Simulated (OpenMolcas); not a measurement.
# Cu²⁺ with 4 ligands (bromide): CASSCF and CASPT2 levels and susceptibility

Which state of Cu²⁺ lies lowest among these ligands, how large is the field, and what χT follows?

Program: OpenMolcas 26.06. Level of theory: state-averaged CASSCF and CASPT2, spin-orbit coupling by RASSI with atomic mean-field integrals. These are calculated values, not measurements, unless marked.

## (1) The atom as given

| Quantity | Value |
| --- | --- |
| Species | Cu²⁺ (copper, Z = 29, 27 electrons) |
| Basis | ANO-RCC-VDZP [5s4p2d1f], 142 functions with the ligands |
| Scalar Hamiltonian | DKH2, point nucleus |
| Inactive shells | 1s 2s 2p 3s 3p of the metal, and all ligand shells |
| Active space | 9 electrons in 5 orbitals (3d) |
| Some configurations of this space | 3d⁹ |
| Orbitals | optimised for each spin and parity, averaged over all roots |

Outer shells as boxes (Hund's rule):

3d9
```
3d [↑↓][↑↓][↑↓][↑↓][↑ ]
```

Cu²⁺ is taken with 4 ligands (bromide) in tetrahedron coordination (Td) at 2.6 Å. A charge of +0.5 e stands 2.6 Å behind each ligand. Ligand basis ANO-RCC-VDZP. The distances are assumed, not relaxed.

```xyz
5

Cu    0.0000    0.0000    0.0000
Br    1.5011    1.5011    1.5011
Br    1.5011   -1.5011   -1.5011
Br   -1.5011    1.5011   -1.5011
Br   -1.5011   -1.5011    1.5011
```

Each step is its own input file, run in one work folder so that later steps find the files of earlier ones. Labels, J, g values, rates, χT and fits are worked out afterwards by a script from the matrices that RASSI stores.

## (2) GATEWAY and SEWARD: basis and integrals

Contents of a.inp:

```
&GATEWAY
Coord
5

Cu 0.0 0.0 0.0
Br 1.501111 1.501111 1.501111
Br 1.501111 -1.501111 -1.501111
Br -1.501111 1.501111 -1.501111
Br -1.501111 -1.501111 1.501111
Basis=Cu.ANO-RCC-VDZP,Br.ANO-RCC-VDZP
Group=NoSym
NoMove
AngMom=0.0 0.0 0.0
AMFI
RICD
XField
4 Angstrom 0
3.002222 3.002222 3.002222 0.500000
3.002222 -3.002222 -3.002222 0.500000
-3.002222 3.002222 -3.002222 0.500000
-3.002222 -3.002222 3.002222 0.500000
&SEWARD
```

Launch:

```console
OMP_NUM_THREADS=1 MOLCAS_MEM=2457 MOLCAS_PROJECT=a pymolcas a.inp > a.log
```

## (3) Reference wave functions, doublets, 5 roots

Contents of a.inp:

```
&RASSCF
FileOrb=start.orb
Symmetry=1
Spin=2
nActEl=9 0 0
Inactive=81
Ras2=5
CIRoot=5 5 1
SDav=5
CIMx=300
Iter=150 100
PrWF=0.3
OrbListing=Nothing
MaxOrb=0
LevShft=1.0
>>> COPY $Project.JobIph JOB001
```

start.orb holds start orbitals that the driver prepared beforehand, or those of the step before.

## (4) State interaction with spin-orbit coupling

Contents of a.inp:

```
&RASSI
NrOfJobIphs=1 5
1 2 3 4 5
IphNames
JOB001
EJob
SpinOrbit
DIPRint=1.0
SOCoupling=1000.0
Subsets=2
Property=9
'ANGMOM' 1 'ANGMOM' 2 'ANGMOM' 3 'MLTPL  1' 1 'MLTPL  1' 2 'MLTPL  1' 3
'AMFI' 1 'AMFI' 2 'AMFI' 3
SOProperty=3
'ANGMOM' 1 'ANGMOM' 2 'ANGMOM' 3
```

## (5) CASPT2: IPEA 0.25, imaginary shift 0.1 (45 orbitals frozen, the lowest in energy)

Contents of a.inp:

```
>>> COPY JOB001 $Project.JobIph
&CASPT2
Multistate=5 1 2 3 4 5
NoMult
Frozen=45
IPEA=0.25
Imaginary=0.1
MaxIter=60
WThr=0.0 0.3 0.05
PrWF=0.5
NoMix
```

(Steps that only read results are left out.)

What does the calculation give? Wanted: spin-free ground state; first state of the same spin within the active space; lowest level; next level.

**Answer**, as computed:

| quantity | value |
| --- | --- |
| method | SS-CASPT2, IPEA 0.25, imaginary shift 0.1 (45 orbitals frozen, the lowest in energy) |
| spin-free ground state | 2T2, 3-fold in its orbital part |
| first state of the same spin within the active space | 2E at 2060 cm⁻¹ |
| lowest level | 2-fold Γ7, g = 1.93, 1.93, 1.93 |
| next level | 713.9 cm⁻¹ |
| χT at 300 K | 0.96 cm³ K/mol |
| effective moment at 300 K | 2.78 μB |

Cost by method:

```csv
method,time of its own steps,time with the reference
A. CASSCF,37 s,37 s
"B. SS-CASPT2, IPEA 0.25, imaginary shift 0.1 (45 orbitals frozen, the lowest in energy)",50 s,87 s
```

Times are of one thread on a shared host.

**Reading.** The spin-free ground state (2T2) comes to 100 % from free-ion D terms and keeps the highest spin of the shell. χT at 300 K is 0.96, against 0.38 cm³ K/mol for the spin alone, so orbital moment adds to it. A ligand-field fit to the states below 45000 cm-1 gives 10Dq = -2057 cm-1, the gap between the two states. CASPT2 does not keep the components of a term degenerate, and the means are used. The frozen orbitals are chosen by energy, so an outer shell of the metal can be frozen while a deeper shell elsewhere is correlated. The bonds are covalent and no ligand orbital is active, so the numbers are rough. With one d shell, CASPT2 may overshoot the field of a late 3d ion.
